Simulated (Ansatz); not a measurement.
**TaO2: magnetic states**

One table from this session's results is given with a row withheld; the runs are named, their logs left out.

Program: Ansatz 0.2.0. Level of theory: DFT r2SCAN, scalar-relativistic, plane waves, PAW. These are calculated values, not measurements.

2 further runs of the same task are left out: 2 that didn't finish.

## Starting point

It takes space group P-3m1 (No. 164, trigonal). Conventional cell: a = 2.889 Å, b = 2.889 Å, c = 4.590 Å, α = 90.00°, β = 90.00°, γ = 120.00°. Around Ta (site symmetry -3m) lie 6 O at 2.02 Å. Around O (site symmetry 3m) lie 3 Ta at 2.02 Å.

Coordinates:

```xyz
3
Lattice="2.8886 0.0000 0.0000 -1.4443 2.5016 0.0000 0.0000 0.0000 4.5895" Properties=species:S:1:pos:R:3 pbc="T T T"
Ta    0.0000    0.0000    0.0000
O     0.0000    1.6677    1.1398
O     1.4443    0.8339    3.4498
```

This is a hypothetical structure, made by putting the elements on a prototype's sites.

The first run:

(A quick probe on a coarse mesh, which set the mesh and smearing, is not shown.)

The input, input.yaml:

```yaml
crystal:
  lattice:
    - [2.8886, 0.0, 0.0]
    - [-1.4443, 2.5016009814, 0.0]
    - [0.0, 0.0, 4.5895292029]
  atoms:
    - { symbol: Ta, position: [0.0, 0.0, 0.0], spin: 0.18 }
    - { symbol: O, position: [0.3333333333, 0.6666666667, 0.2483402003] }
    - { symbol: O, position: [0.6666666667, 0.3333333333, 0.7516597997] }
basis:
  ecutwfc: 500
kpoints:
  mp_grid: { grid: [6, 6, 4] }
hamiltonian:
  xc: r2scan
scf:
  occupations: { method: gaussian, width: 0.1 }
output:
  forces: true
  stress: true
  eigenvalues: true
  populations: true
magnetization:
  spin_polarized: true
relax:
  adjacent_minimum: "off"
  f_tol: 0.05
  max_steps: 80
  cell: { stress_tol: 0.5 }
```

On the command line:

```console
ansatz run input.yaml --threads 1 --pin off --max-ram 2560MiB --backend cpu --events-out ev --progress --plain --runs-dir out
```

Among the steps run: Coarse relaxation; Full relaxation; Start: no spin polarisation; Magnetic start: ferromagnetic; Magnetic start: large parallel starting moments; Magnetic start: antiferromagnetic, doubled cell, propagation vector (0, 0, 1/2); Start: small parallel starting moments.

One table of the session follows, with a row left open; its other results are not shown here.

It belongs to the step «The magnetic starts in order of energy». 

```
                                                          start  energy above the lowest (meV/atom)
                                                  ferromagnetic                                0.00
                                large parallel starting moments                                0.00
                                small parallel starting moments                                0.00
antiferromagnetic, doubled cell, propagation vector (0, 0, 1/2)                                   ?
                                                        no spin                                7.93
```

**Question.** Estimate the row for antiferromagnetic, doubled cell, propagation vector (0, 0, 1/2).

**Answer.** energy above the lowest (meV/atom): 0.02. In the column «energy above the lowest (meV/atom)» it lies between small parallel starting moments (0.00) and no spin (7.93).

Caveats from the session: Only these starts were tried, so a lower state is not ruled out. The magnetic state reached may not be the lowest one. Warnings in the runs' records: stability check not made.
